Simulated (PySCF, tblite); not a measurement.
# C4H6OSi: vibronic structure

What do calculations give for the vibronic structure of C4H6OSi (`OC1=CC=C[SiH2]1`)?

Computed with tblite 0.8.0 and PySCF 2.14.0 and routines of our own; the level stands in each step. Atoms count from 0.

### 1 The starting structure

12 atoms, charge 0, multiplicity 1; geometry from: force field or distance geometry start.

### 2 Relaxing the molecule with GFN2-xTB

What the job is given:

```
{"job": {"kind": "relax", "xc": "GFN2-xTB", "basis": "xTB"}, "charge": 0, "multiplicity": 1}
O      2.311800     0.634200    -0.295700
C      0.957400     0.383700    -0.161400
C      0.008400     1.301600    -0.315000
C     -1.364000     0.840900    -0.130600
C     -1.484300    -0.469600     0.208200
Si     0.189800    -1.304500     0.300100
H      2.800700    -0.179200    -0.129600
H      0.209400     2.340300    -0.576400
H     -2.198500     1.504400    -0.234000
H     -2.402700    -1.008200     0.391000
H      0.560200    -1.725900     1.675700
H      0.413000    -2.318600    -0.758300
```

Command:

```sh
OMP_NUM_THREADS=1 python excited_run.py task.json out
```

The driver reads the jobs from task.json and runs them one after another.

Output:

```text
step      E/eV     max force
  0    -471.98024    1.512
  1    -472.00513    1.106
  2    -472.02401    0.392
  3    -472.03514    0.340
  4    -472.04656    0.346
  5    -472.05224    0.222
  6    -472.05623    0.194
  7    -472.05995    0.202
  8    -472.06311    0.213
  9    -472.06477    0.093
 10    -472.06553    0.064
 11    -472.06605    0.083
 12    -472.06646    0.073
 13    -472.06670    0.043
 14    -472.06681    0.021
 15    -472.06688    0.023
 16    -472.06693    0.023
 17    -472.06699    0.020
 18    -472.06702    0.014
 19    -472.06704    0.011
 20    -472.06704    0.007
```

Wall time 0.17 s (1 thread of Intel Xeon at 2.50GHz, shared host).

Along the way:

```tsv
step	energy from step 0 (eV)	largest force (eV/Å)
0	0.0000	1.5122
1	-0.0249	1.1062
2	-0.0438	0.3923
3	-0.0549	0.3402
4	-0.0663	0.3460
5	-0.0720	0.2220
6	-0.0760	0.1940
7	-0.0797	0.2023
8	-0.0829	0.2130
9	-0.0845	0.0929
10	-0.0853	0.0641
11	-0.0858	0.0829
12	-0.0862	0.0726
13	-0.0865	0.0427
14	-0.0866	0.0212
15	-0.0866	0.0234
16	-0.0867	0.0227
17	-0.0867	0.0203
18	-0.0868	0.0139
19	-0.0868	0.0114
20	-0.0868	0.0071
```

Distances of close pairs at the start and the end, largest changes first:

```tsv
bond	before (Å)	after (Å)	change (Å)
O0–C1	1.384	1.362	-0.022
Si5–H10	1.486	1.465	-0.021
Si5–H11	1.483	1.465	-0.018
C1–C2	1.329	1.345	+0.016
C3–C4	1.359	1.343	-0.016
C2–C3	1.459	1.448	-0.011
C2–H7	1.090	1.079	-0.011
C3–H8	1.071	1.082	+0.010
```

The end geometry stands in the next job.

### 3 Vibrational analysis with GFN2-xTB

What the job is given:

```
{"job": {"kind": "ir", "xc": "GFN2-xTB", "basis": "xTB"}, "charge": 0, "multiplicity": 1}
O      2.289914     0.649243    -0.299390
C      0.967177     0.360265    -0.148999
C      0.005474     1.286372    -0.314085
C     -1.347241     0.809296    -0.116099
C     -1.510032    -0.484296     0.207501
Si     0.167820    -1.308733     0.304716
H      2.820482    -0.137677    -0.141551
H      0.200441     2.314725    -0.574388
H     -2.169308     1.502104    -0.234062
H     -2.480348    -0.921231     0.372228
H      0.600678    -1.750203     1.632776
H      0.456141    -2.320551    -0.714673
```

Output:

```text
mode    cm-1     km/mol
  1     177.4      0.22
  2     302.0     51.00
  3     315.0      2.98
  4     349.7     16.17
  5     395.5     31.89
  6     437.6     13.65
  7     507.1     78.27
  8     556.6     37.32
  9     601.1     62.36
 10     621.3      6.36
 11     683.7     73.92
 12     734.1     52.72
 13     767.6    217.21
 14     829.6     65.33
 15     845.6     17.25
 16     908.2      0.49
 17    1033.3      4.45
 18    1107.4     13.40
 19    1154.4    108.12
 20    1232.3     76.89
 21    1268.9    208.51
 22    1330.4     44.91
 23    1535.9    126.50
 24    1622.4     52.28
 25    2240.3    501.81
 26    2246.9    166.55
 27    3056.5     43.68
 28    3094.0     57.04
 29    3100.2     35.02
 30    3553.2     25.76
```

Run time: 0.49 s. Hardware: 1 thread of Intel Xeon at 2.50GHz, shared host.

Which atoms move in the most intense modes:

```tsv
cm⁻¹	km/mol	atoms
507	78.3	H10 25 %, H11 25 %, C4 18 %, Si5 10 %
768	217.2	H10 42 %, H11 42 %
1154	108.1	H6 60 %, H7 26 %
1232	76.9	C1 32 %, H8 22 %, O0 15 %, C2 15 %
1269	208.5	C1 29 %, H7 16 %, H6 15 %, O0 11 %
1536	126.5	C3 39 %, C4 30 %, C1 15 %, C2 12 %
2240	501.8	H11 50 %, H10 45 %
2247	166.6	H10 51 %, H11 46 %
```

### 4 Vibronic structure: TDDFT PBE/cc-pVDZ

The job, as its differences from that of step 3:

```diff
@@ -1,2 +1,2 @@
-{"job": {"kind": "ir", "xc": "GFN2-xTB", "basis": "xTB"}, "charge": 0, "multiplicity": 1}
+{"job": {"kind": "vib", "xc": "PBE", "basis": "cc-pVDZ", "tda": false}, "charge": 0, "multiplicity": 1}
 O      2.289914     0.649243    -0.299390
```

With the program's defaults for keys left out, this is: TDDFT PBE/cc-pVDZ vertical-gradient vibronic structure (displaced harmonic oscillators, Condon), gas phase.

Output:

```text
final grid: 47144 points
cycle   1  E = -520.1434857208  dE =  8.201e-01  |g| = 7.458e-01  |ddm| = 7.227e+00
cycle   2  E = -519.8807535049  dE =  2.627e-01  |g| = 1.302e+00  |ddm| = 3.181e+00
cycle   3  E = -520.2679365494  dE = -3.872e-01  |g| = 1.451e-01  |ddm| = 1.994e+00
cycle   4  E = -520.2714019875  dE = -3.465e-03  |g| = 7.670e-02  |ddm| = 3.141e-01
cycle   5  E = -520.2726594977  dE = -1.258e-03  |g| = 3.155e-02  |ddm| = 1.513e-01
cycle   6  E = -520.2729238837  dE = -2.644e-04  |g| = 1.332e-02  |ddm| = 6.651e-02
cycle   7  E = -520.2729734976  dE = -4.961e-05  |g| = 3.819e-03  |ddm| = 2.603e-02
cycle   8  E = -520.2729774555  dE = -3.958e-06  |g| = 1.592e-03  |ddm| = 7.797e-03
cycle   9  E = -520.2729781435  dE = -6.880e-07  |g| = 2.772e-04  |ddm| = 2.741e-03
cycle  10  E = -520.2729781632  dE = -1.972e-08  |g| = 9.607e-05  |ddm| = 6.495e-04
cycle  11  E = -520.2729781652  dE = -1.963e-09  |g| = 4.842e-05  |ddm| = 2.304e-04
cycle  12  E = -520.2729781657  dE = -5.896e-10  |g| = 4.181e-06  |ddm| = 9.159e-05
converged SCF energy = -520.2729781657

Singlet excitations (eV, f): 3.682 (0.0649)  4.248 (0.0008)  5.217 (0.0002)  5.433 (0.0002)  5.851 (0.0141)  6.085 (0.0067)

State S1  3.6821 eV  f = 0.06492  H->L 0.97
  relaxed dipole 1.354 D, largest gradient of the excitation energy 0.0782 Eh/bohr
  mode    cm-1        S   lambda/meV  Raman
    6    437.6    3.4764     188.6   0.289
   23   1535.9    0.9751     185.7   1.000
   13    767.6    0.4984      47.4   0.128
   14    829.6    0.4312      44.4   0.129
   20   1232.3    0.1275      19.5   0.084
   11    683.7    0.1759      14.9   0.036
   26   2246.9    0.0438      12.2   0.096
   24   1622.4    0.0427       8.6   0.049
   10    621.3    0.0648       5.0   0.011
   19   1154.4    0.0333       4.8   0.019
   22   1330.4    0.0156       2.6   0.012
   17   1033.3    0.0166       2.1   0.008
  reorganisation energy 0.5428 eV, total S 5.989, 0-0 3.1393 eV
  absorption maximum 3.595 eV, width 0.620 eV

State S5  5.8514 eV  f = 0.01409  H-2->L 0.62, H->L+3 0.36
  relaxed dipole 1.069 D, largest gradient of the excitation energy 0.0729 Eh/bohr
  mode    cm-1        S   lambda/meV  Raman
   23   1535.9    0.8958     170.6   1.000
   17   1033.3    0.3925      50.3   0.198
   22   1330.4    0.2203      36.3   0.185
    9    601.1    0.3656      27.2   0.063
    6    437.6    0.3875      21.0   0.035
   13    767.6    0.1888      18.0   0.053
   19   1154.4    0.0921      13.2   0.058
   20   1232.3    0.0790      12.1   0.057
   21   1268.9    0.0744      11.7   0.057
   26   2246.9    0.0126       3.5   0.030
  reorganisation energy 0.3721 eV, total S 2.786, 0-0 5.4792 eV
  absorption maximum 5.669 eV, width 0.588 eV

State T1  2.3375 eV  f = 0.00000  H->L 0.99
  relaxed dipole 1.070 D, largest gradient of the excitation energy 0.0936 Eh/bohr
  mode    cm-1        S   lambda/meV  Raman
   23   1535.9    1.6400     312.3   1.000
    6    437.6    2.2478     122.0   0.111
   20   1232.3    0.2664      40.7   0.105
   14    829.6    0.2038      21.0   0.036
   24   1622.4    0.0668      13.4   0.045
   13    767.6    0.1249      11.9   0.019
   17   1033.3    0.0910      11.7   0.025
   19   1154.4    0.0534       7.6   0.018
    9    601.1    0.0866       6.5   0.008
    3    315.0    0.1379       5.4   0.004
   10    621.3    0.0632       4.9   0.006
   11    683.7    0.0423       3.6   0.005
  reorganisation energy 0.5696 eV, total S 5.068, 0-0 1.7680 eV
  absorption maximum 2.260 eV, width 0.672 eV
```

It took 44 s on 1 thread of Intel Xeon at 2.50GHz, shared host; peak memory 0.56 GiB.

Orbitals, density, ELF and potential are computed afterwards from the orbital file.

Frontier orbitals at PBE/cc-pVDZ, with the share of their density that lies nearest to each atom:

```tsv
orbital	energy (eV)	lies on
HOMO	-4.68	C2, C4 about 24 % each; C1 18 %; O0 16 %
LUMO	-1.84	C1, C3, C4 about 20 % each; C2 9 %; Si5 6 %
```

ELF in a plane through or near 10 of the atoms.

Values, 10 rows by 14 columns:
```
0.00 0.00 0.00 0.00 0.00 0.00 0.00 0.00 0.00 0.00 0.00 0.00 0.00 0.00
0.00 0.00 0.00 0.00 0.00 0.00 0.00 0.00 0.00 0.00 0.00 0.00 0.00 0.00
0.00 0.00 0.00 0.00 0.02 0.09 0.16 0.06 0.02 0.02 0.09 0.00 0.00 0.00
0.00 0.00 0.00 0.00 0.07 0.38 0.06 0.21 0.53 0.87 0.99 0.79 0.00 0.00
0.00 0.00 0.00 0.03 0.02 0.59 0.19 0.28 0.33 0.23 0.65 0.10 0.00 0.00
0.00 0.00 0.66 0.98 0.64 0.55 0.33 0.21 0.48 0.28 0.60 0.17 0.00 0.00
0.00 0.00 0.02 0.44 0.45 0.65 0.77 0.97 0.81 0.77 1.00 0.97 0.00 0.00
0.00 0.00 0.00 0.23 0.64 0.09 0.60 1.00 0.76 0.01 0.32 0.07 0.00 0.00
0.00 0.00 0.00 0.00 0.00 0.00 0.45 0.95 0.53 0.00 0.00 0.00 0.00 0.00
0.00 0.00 0.00 0.00 0.00 0.00 0.00 0.00 0.00 0.00 0.00 0.00 0.00 0.00
```
The map spans 10.8 Å across and 10.0 Å up, centred on the molecule. Atoms in the plane (x, y in Å): O0 (-2.1, -1.1), C1 (-0.9, -0.6), C2 (0.2, -1.3), C3 (1.5, -0.5), C4 (1.4, 0.8), Si5 (-0.4, 1.3), H6 (-2.8, -0.4), H7 (0.3, -2.4), H8 (2.4, -1.1), H9 (2.3, 1.4).

On the surface of density 0.002 e/bohr³ the electrostatic potential runs, from the 1st to the 99th percentile, from -1.01 V near O0 to 2.44 V near H6.

### 5 Summary of results

```
                                                                                   quantity                     value
                                                  strongest single infrared mode (GFN2-xTB)     2240 cm⁻¹, 502 km/mol
                                                               zero-point energy (GFN2-xTB)             52.3 kcal/mol
S1: vertical, reorganisation, 0-0, total S (step 4, TDDFT PBE/cc-pVDZ, modes from GFN2-xTB)  3.68, 0.54, 3.14 eV; 6.0
S5: vertical, reorganisation, 0-0, total S (step 4, TDDFT PBE/cc-pVDZ, modes from GFN2-xTB)  5.85, 0.37, 5.48 eV; 2.8
  T1: vertical, reorganisation, 0-0, total S (step 4, TDA PBE/cc-pVDZ, modes from GFN2-xTB)  2.34, 0.57, 1.77 eV; 5.1
                                                      surface potential, 1st and 99th percentile        -1.01 V and 2.44 V
```

What this shows: All 30 modes are real, so the xTB geometry is a minimum. The strongest single mode, at 2240 cm⁻¹, moves mainly H11 and H10. Unscaled tight-binding wavenumbers are off by several per cent, some by more. Its intensities can rank the bands wrongly. The vibronic model keeps the ground-state modes (from xTB) and shifts them along the gradient alone, so it can miss much of the relaxation that a full optimisation finds. By nearest atom (PBE/cc-pVDZ), the HOMO sits on C2, C4 about 24 % each; C1 18 % and the LUMO on C1, C3, C4 about 20 % each; C2 9 %.
